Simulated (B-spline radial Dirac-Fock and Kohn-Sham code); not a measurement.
# Sc⁷⁺: core levels and X-ray properties

Wanted for Sc⁷⁺: its X-ray form factor and Compton profile, the binding energy of each subshell, how cheaper methods do for the levels, its photoionisation cross sections and the widths and yields of its core holes.

The numbers are computed with B-spline radial Dirac-Fock and Kohn-Sham code (version 2): a free atom or ion on a radial basis; each step names its model.

**1. The system**

The Sc⁷⁺ ion in the configuration [Ne] 3s2 3p2.

```yaml
nuclear_charge: 21
electrons: 14
mass_number: 45
nuclear_rms_radius: 3.5459 fm
```

**2. X-ray scattering functions**

Model: Dirac-Fock average of configuration, finite nucleus; form factor of the spherical density, Waller-Hartree incoherent function, impulse-approximation Compton profiles.

Settings, as recorded:

```ini
task = scatter
Z = 21
charge = 7
configuration = 1s2 2s2 2p6 3s2 3p2
mass_number = 45
rms_radius = 3.5459  # fm
s = [0.0, 0.08, 0.09, 0.11, 0.14, 0.17, 0.2, 0.24, 0.29, 0.36, 0.43, 0.52, 0.63, 0.76, 0.92, 1.12, 1.35, 1.64, 1.98, 2.4, 2.9, 3.51, 4.25]  # 1/A
pz = [0, 0.1, 0.2, 0.3, 0.4, 0.5, 0.6, 0.8, 1.0, 1.2, 1.4, 1.6, 1.8, 2.0, 2.5, 3.0, 4.0, 5.0, 7.0, 10.0, 15.0, 20.0, 30.0, 40.0, 60.0, 100.0]  # a.u.
photon_energy = [5000, 8047.8, 17479.3, 30000, 100000, 200000, 500000, 1000000]  # eV
```

**3. Hole states by ΔSCF**

Model: Dirac-Fock average of configuration, Delta-SCF, finite nucleus, first-order Breit with its frequency dependence, self-energy and vacuum polarisation.

The run's settings:

```ini
task = binding
```

**4. The levels by Dirac LDA**

Model: Dirac-Kohn-Sham LDA (Slater exchange, VWN correlation), finite nucleus, spherical and without spin polarisation.

Settings, as recorded:

```ini
task = binding-ladder
method = lda,vwn
relativity = dirac
```

**5. Subshell cross sections**

Model: independent-particle photoionisation: Dirac-Hartree-Slater potential of the initial state with a Latter tail for bound and continuum orbitals, all multipoles in the length form, thresholds from Dirac-Fock Delta-SCF.

Settings, as recorded:

```ini
task = photo
photon_energy = [40.81, 44.8, 343.0, 400, 600, 849.0, 1000, 1486.9, 2984.4, 4000, 26300.0, 51600.0, 120000.0, 137000.0, 150000, 171000.0]  # eV
```

**6. Widths and yields**

Model: independent-particle rates: relativistic LDA orbitals of the hole state, multipoles to L = 3 (length form), Coulomb Auger matrix elements with a Latter-tail continuum; energies from Dirac-Fock.

The run's settings:

```ini
task = decay
holes = ["K", "L1", "L2", "L3", "M1"]
```

**7. non-relativistic HF, for comparison**

Model: non-relativistic Hartree-Fock, average of configuration, point nucleus.

Settings, as recorded:

```ini
task = binding-ladder
method = hf
relativity = nr
```

(Steps that only read results are left out.)

What does the calculation give? Wanted: rms radius of the electron cloud; form factor halves at; Compton profile at zero; deepest level listed, K; least bound, M2,3; Kα1; Dirac LDA, K: eigenvalue / ΔSCF; K hole: width, yield; non-relativistic HF, 1s: eigenvalue / ΔSCF.

The runs gave:

| quantity | value |
| --- | --- |
| rms radius of the electron cloud | 0.621 bohr |
| form factor halves at | 0.72 1/Å |
| Compton profile at zero | 2.200 1/a.u. |
| deepest level listed, K (1s) | 4652.0 eV |
| least bound, M2,3 (3p) | 155.8 eV |
| Kα1 | 4097.8 eV |
| ionisation energy, NIST (semi-empirical) | 158.080 eV |
| Dirac LDA, K: eigenvalue / ΔSCF | 4526.9 / 4659.3 eV |
| total at 1486.9 eV | 143 kb |
| strongest subshell at 1486.9 eV | L3 (2p3/2), 58.9 kb, β = 1.39 |
| K hole: width, yield | 0.784 eV, 0.194 |
| its lifetime | 0.840 fs |
| its strongest line | Kα1 (K-L3), 4097.8 eV |
| non-relativistic HF, 1s: eigenvalue / ΔSCF | 4656.0 / 4631.0 eV |

In words: The form factor starts at the 14 electrons and halves by s = 0.72 1/Å. Incoherent scattering outweighs coherent from 100 keV on, among the energies asked. For K (1s), relaxation takes off 25.4 eV, Breit terms shift it by -3.89 and QED by -1.72 eV. NIST's ionisation energy differs by +2.28 eV from the least binding energy; the calculation averages open shells over their j components and terms. Dirac LDA misses the K level by -2.7 % with its eigenvalue and by +0.2 % with ΔSCF, so total-energy differences mend most of the error. L3 (2p3/2) leads at 1486.9 eV with 41 % of the total, and the K shell holds 91 % at 171000 eV. The K hole lives 0.84 fs and decays mostly by electron emission (yield 0.19). Non-relativistic HF misses the 1s level by +0.1 % with its eigenvalue and by -0.5 % with ΔSCF. The Hartree-Fock and Dirac-Fock values hold no electron correlation.
